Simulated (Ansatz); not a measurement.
Geometry optimisation, DFT PBE-D3(BJ), scalar-relativistic, plane waves, PAW (Ansatz 0.2.0).

input.yaml

```yaml
crystal:
  lattice:
    - [6.62, 0.0, 0.0]
    - [-4.965, 8.599632, 0.0]
    - [0.0, 0.0, 5.27614]
  atoms:
    - { symbol: Sc, position: [0.0, 0.0, 0.0] }
    - { symbol: Sc, position: [0.16666667, 0.22222223, 0.5] }
    - { symbol: Sc, position: [1.0e-08, 0.33333334, 0.0] }
    - { symbol: Sc, position: [0.16666668, 0.55555557, 0.5] }
    - { symbol: Sc, position: [2.0e-08, 0.66666669, 0.0] }
    - { symbol: Sc, position: [0.16666669, 0.88888892, 0.5] }
    - { symbol: Sc, position: [0.5, 0.0, 0.0] }
    - { symbol: Sc, position: [0.66666667, 0.22222223, 0.5] }
    - { symbol: Sc, position: [0.50000001, 0.33333334, 0.0] }
    - { symbol: Sc, position: [0.66666668, 0.55555557, 0.5] }
    - { symbol: Sc, position: [0.50000002, 0.66666669, 0.0] }
    - { symbol: Sc, position: [0.66666669, 0.88888892, 0.5] }
    - { symbol: Sc, position: [0.34179314, 0.44382835, 1.24864164] }
basis:
  ecutwfc: 420.0
kpoints:
  mp_grid: { grid: [3, 2, 3] }
hamiltonian:
  xc: pbe
  dispersion: d3bj
scf:
  occupations: { method: gaussian, width: 0.05 }
  lower_state_search: "off"
relax:
  f_tol: 0.03
  max_steps: 60
  adjacent_minimum: "off"
```

Run as:

```bash
$ ansatz run input.yaml --threads 4 --pin off --max-ram 10240MiB --backend cpu --events-out ev --progress --plain --runs-dir out
```

Question: Where does it end, and by what steps?

Answer: It converged. Limits of this set-up: coarse k mesh, a small cell, in which the defect meets its images. After 9 steps the energy has fallen by 2.681 eV; Sc10 moved furthest, 0.86 Å. Joined: Sc1–Sc10 (4.64 → 3.75 Å), Sc5–Sc8 (4.64 → 4.07 Å), Sc6–Sc9 (4.64 → 3.87 Å).

```csv
step,energy less start (eV),largest force component (eV/Å),accepted
0,0.0000,2.323,yes
1,-1.8816,0.872,yes
2,-2.4009,0.351,yes
3,-2.5504,0.186,yes
4,-2.6177,0.218,yes
5,-2.6565,0.102,yes
6,-2.6743,0.078,yes
7,-2.6764,0.046,yes
8,-2.6736,0.068,no
9,-2.6808,0.026,yes
```

```xyz
13
Lattice="6.6200 0.0000 0.0000 -4.9650 8.5996 0.0000 0.0000 0.0000 5.2761" Properties=species:S:1:pos:R:3
Sc -0.037 -0.139 -0.047
Sc -0.216 1.541 2.528
Sc -1.738 2.814 -0.158
Sc -1.791 4.855 2.819
Sc -3.369 5.657 0.440
Sc -3.244 7.739 2.725
Sc 3.372 0.038 -0.098
Sc 3.225 2.030 2.289
Sc 1.725 2.472 -0.594
Sc 1.846 5.226 3.343
Sc -0.304 5.989 -0.058
Sc -0.057 7.555 2.516
Sc 0.646 3.906 6.712
```

Whether the end is a true minimum wasn't checked by a vibrational analysis.

Time of the run: 60 s on 4 threads of Intel(R) Xeon(R) Platinum 8259CL CPU @ 2.50GHz (Skylake/Cascade Lake) (shared host), peak memory 0.96 GiB.
